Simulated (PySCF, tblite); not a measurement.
**Si₃N₃H₁₀ radical, a small gas-phase stand-in for a defect centre (Si site with back bonds N[SiH3], N[SiH3], N): EPR parameters**

Aim: the EPR parameters of `N[Si](N[SiH3])N[SiH3]`. It is drawn as: dangling bond.

Programs: tblite 0.8.0 and PySCF 2.14.0. All values are calculated, for the isolated system unless a continuum is named. Atoms count from 0, parts from 1.

## (1) The system as given

16 atoms, charge 0, multiplicity 2; geometry: distance geometry start.

## (2) Relaxing the cluster with GFN2-xTB

What the job is given:

```
{"job": {"kind": "relax", "xc": "GFN2-xTB", "basis": "xTB"}, "charge": 0, "multiplicity": 2}
Si     0.533826    -0.004093    -0.426772
N     -1.059263    -0.488303    -0.656003
Si    -1.107352    -2.178609    -0.642033
N      0.222981     1.306805     0.568095
Si     1.028590     1.093473     2.029474
N      0.570362     0.960694    -1.838908
H     -1.290782    -0.163443    -1.590486
H     -0.639472    -2.690284     0.663189
H     -2.481361    -2.590986    -0.900283
H     -0.241498    -2.705012    -1.732904
H     -0.777479     1.249076     0.744450
H      2.486130     1.063060     1.772544
H      0.598706    -0.164675     2.674160
H      0.679866     2.238063     2.905856
H      0.027378     1.783142    -1.568915
H      1.518082     1.318057    -1.956715
```

With the program's defaults for keys left out, this is: GFN2-xTB geometry optimisation, gas phase.

Run with:

```console
$ OMP_NUM_THREADS=1 python cluster_run.py task.json out
```

The driver reads the jobs from task.json and runs them one after another.

**Question.** The jobs that follow are: PBE0-D3(BJ)/def2-SVP geometry optimisation, gas phase; UKS B3LYP, IGLO-III on N Si, pcH-1 on H, non-relativistic, mean-field spin-orbit, GIAO; UKS BHandHLYP, IGLO-III on N Si, pcH-1 on H, non-relativistic, mean-field spin-orbit, GIAO. Predict: point group; rotational constants (main isotopes); g(iso) (B3LYP); ⟨S²⟩; largest a(iso); potential on the surface of density 0.002 e/bohr³, 1st and 99th percentile.

The runs gave:

```
                                                                  quantity                    value
                                                               point group                       C1
                                      rotational constants (main isotopes)     2.39, 1.27, 0.96 GHz
                                                            g(iso) (B3LYP)                  2.00193
                                                                      ⟨S²⟩       0.752 (exact 0.75)
                                                            largest a(iso)  29Si on Si0, -756.8 MHz
potential on the surface of density 0.002 e/bohr³, 1st and 99th percentile       -0.58 V and 1.70 V
```

**Reading.** The start of the PBE0/def2-SVP relaxation was shaken at random by about 0.01 Å, so part of the energy gained, and of the first lengths quoted, undoes that. The optimisation took 15 steps and gained 0.346 eV; among the close pairs (by a distance rule), Si2–H9 changed most, from 1.440 to 1.497 Å (PBE0/def2-SVP). No frequency check was run at this level, so the end point may be a saddle. Si0 carries the largest spin population, 0.77 e. The isotropic g lies 0.4 ppt below the free-electron value. The coupling of 29Si on Si0 runs from -795.2 (BHandHLYP/IGLO-III+pcH-1) to -756.8 MHz (B3LYP/IGLO-III+pcH-1). A capped cluster stands for the solid here, so long-range fields and strain are missing, and bands or shifts of the capping hydrogens have no counterpart in it.
